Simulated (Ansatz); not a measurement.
A nudged elastic band was laid between two geometries of a periodic cell of 63 atoms, AlSi62 (host Si, host structure diamond, dopant Al, one Si atom removed), cell charge -1.

Computed with DFT PBE-D3(BJ), scalar-relativistic, plane waves, PAW (Ansatz). Settings: PAW set soft_1, cutoff 420 eV, k mesh 1x1x1, gaussian smearing 0.05 eV, no spin polarisation.

* movable images: 3
* climbing image: yes
* spring: 5.0 eV/Å²
* optimiser: lbfgs
* start path: straight line
* force threshold: 0.05 eV/Å
* iteration limit: 80
* end points: relaxed

First end point:

```xyz
63
Lattice="10.8600 0.0000 0.0000 0.0000 10.8600 0.0000 0.0000 0.0000 10.8600" Properties=species:S:1:pos:R:3
Si 5.351 -0.076 0.048
Si 6.770 1.344 1.352
Si 8.155 2.726 0.005
Si 9.567 4.141 1.321
Si 8.125 0.016 2.729
Si 9.510 1.382 4.064
Si -0.019 0.001 0.015
Si 1.353 1.359 1.361
Si 2.709 2.714 0.005
Si 4.088 4.052 1.372
Si 5.429 5.413 0.014
Si 6.785 6.786 1.361
Si 8.142 8.140 0.005
Si 9.479 9.520 1.373
Si 2.700 0.004 2.735
Si 4.080 1.354 4.090
Si 5.444 2.699 2.730
Si 6.811 4.082 4.066
Si 8.174 5.447 2.700
Si 9.567 6.825 4.007
Si 5.409 -0.019 5.468
Si 6.781 1.354 6.792
Si 8.143 2.714 5.431
Si 9.508 4.081 6.764
Si 8.105 -0.018 8.165
Si 9.484 1.353 9.494
Si 0.100 5.532 -0.047
Al 1.774 7.207 0.940
Si 3.935 9.369 1.379
Si 0.014 2.748 2.700
Si 1.394 4.140 4.007
Si 2.761 5.531 2.614
Si 4.090 6.774 4.092
Si 5.431 8.134 2.734
Si 6.783 9.513 4.091
Si -0.016 0.015 5.449
Si 1.361 1.344 6.802
Si 2.711 2.727 5.421
Si 4.079 4.057 6.793
Si 5.443 5.416 5.448
Si 6.769 6.796 6.803
Si 8.155 8.142 5.422
Si 9.484 9.512 6.794
Si 2.667 -0.075 8.220
Si 4.045 1.317 9.529
Si 5.410 2.680 8.165
Si 6.782 4.057 9.495
Si 8.124 5.417 8.130
Si 9.481 6.774 9.484
Si 0.100 8.195 2.615
Si 1.342 9.522 4.094
Si 0.013 5.445 5.400
Si 1.353 6.786 6.787
Si 2.709 8.140 5.431
Si 4.044 9.476 6.828
Si -0.016 2.698 8.131
Si 1.342 4.053 9.485
Si 2.700 5.413 8.143
Si 3.936 6.767 9.636
Si 5.350 8.099 8.223
Si 6.744 9.477 9.531
Si -0.018 8.133 8.144
Si 1.337 9.371 9.635
```

Last end point:

Only the atoms that move by more than 0.05 Å are listed.
```
Si27 0.134 5.564 -0.021
Al28 2.298 7.728 0.417
Si29 3.975 9.405 1.406
Si32 2.736 5.564 2.581
Si50 0.134 8.166 2.581
Si59 3.975 6.739 9.600
Si63 1.309 9.405 9.600
```

**Question.** What changes between the two ends?

**Answer.** Contacts lost: Si27–Al28, Al28–Si32, Al28–Si50. Contacts made: Al28–Si29, Al28–Si59, Al28–Si63. The atom that moves furthest is Al28, by 0.91 Å; four of its nearest neighbours are Si27 2.57, Si50 2.57, Si32 2.57, Si29 3.09 Å at the first end and Si63 2.57, Si59 2.57, Si29 2.57, Si50 3.09 Å at the last.

**Question.** Give the energies along the band, and the barrier.

**Answer.** The forces met the threshold. The highest image is number 2 of 0 to 4, 0.090 eV above the ends, which have the same energy within 2 meV. By the program's own check the climbing image is a first-order saddle point (lowest curvatures found: -1.12 and 0.02 eV/Å²). Limits of this set-up: coarse k mesh, no spin, though dangling bonds at a vacancy may carry it, charged cell in a uniform background, uncorrected.

```tsv
image	path coordinate (Å)	energy (eV)	Si27–Al28 (Å)	Al28–Si32 (Å)	Al28–Si50 (Å)
0	0.00	0.000	2.57	2.57	2.57
1	0.25	0.041	2.67	2.64	2.59
2	0.50	0.090	2.88	2.77	2.65
3	0.78	0.050	3.01	2.98	2.84
4	1.06	0.000	3.09	3.09	3.09
```

**Question.** What is the geometry of the highest image?

**Answer.** 
```xyz
63
Lattice="10.8600 0.0000 0.0000 0.0000 10.8600 0.0000 0.0000 0.0000 10.8600" Properties=species:S:1:pos:R:3
Si 5.324 -0.111 0.052
Si 6.753 1.329 1.345
Si 8.148 2.710 -0.001
Si 9.562 4.126 1.315
Si 8.127 0.022 2.731
Si 9.517 1.391 4.058
Si -0.024 0.011 -0.001
Si 1.360 1.355 1.355
Si 2.717 2.709 -0.001
Si 4.082 4.070 1.355
Si 5.442 5.416 -0.001
Si 6.791 6.793 1.358
Si 8.147 8.147 0.002
Si 9.481 9.535 1.363
Si 2.717 0.018 2.744
Si 4.101 1.377 4.079
Si 5.453 2.724 2.714
Si 6.823 4.091 4.058
Si 8.187 5.453 2.691
Si 9.611 6.840 3.960
Si 5.415 -0.010 5.462
Si 6.786 1.359 6.788
Si 8.148 2.719 5.428
Si 9.518 4.092 6.751
Si 8.111 -0.011 8.161
Si 9.497 1.372 9.474
Si 0.111 5.541 -0.022
Al 2.000 7.563 0.793
Si 3.913 9.341 1.414
Si 0.023 2.748 2.692
Si 1.405 4.147 3.988
Si 2.742 5.571 2.573
Si 4.095 6.786 4.080
Si 5.447 8.149 2.738
Si 6.796 9.515 4.095
Si -0.024 0.018 5.451
Si 1.365 1.340 6.808
Si 2.713 2.724 5.415
Si 4.078 4.051 6.789
Si 5.441 5.408 5.439
Si 6.794 6.788 6.776
Si 8.182 8.132 5.395
Si 9.480 9.509 6.788
Si 2.663 -0.099 8.234
Si 4.049 1.307 9.524
Si 5.414 2.679 8.162
Si 6.790 4.052 9.492
Si 8.137 5.414 8.128
Si 9.491 6.787 9.481
Si 0.149 8.218 2.567
Si 1.352 9.539 4.095
Si 0.024 5.453 5.382
Si 1.357 6.792 6.780
Si 2.714 8.146 5.425
Si 4.048 9.483 6.819
Si 0.000 2.723 8.121
Si 1.360 4.068 9.491
Si 2.714 5.419 8.134
Si 3.987 6.770 9.587
Si 5.387 8.110 8.184
Si 6.751 9.483 9.526
Si -0.015 8.145 8.135
Si 1.320 9.345 9.656
```

The run took 16 min on 4 threads of Arm Neoverse V1, with other jobs on the host, peak memory 2.7 GiB.
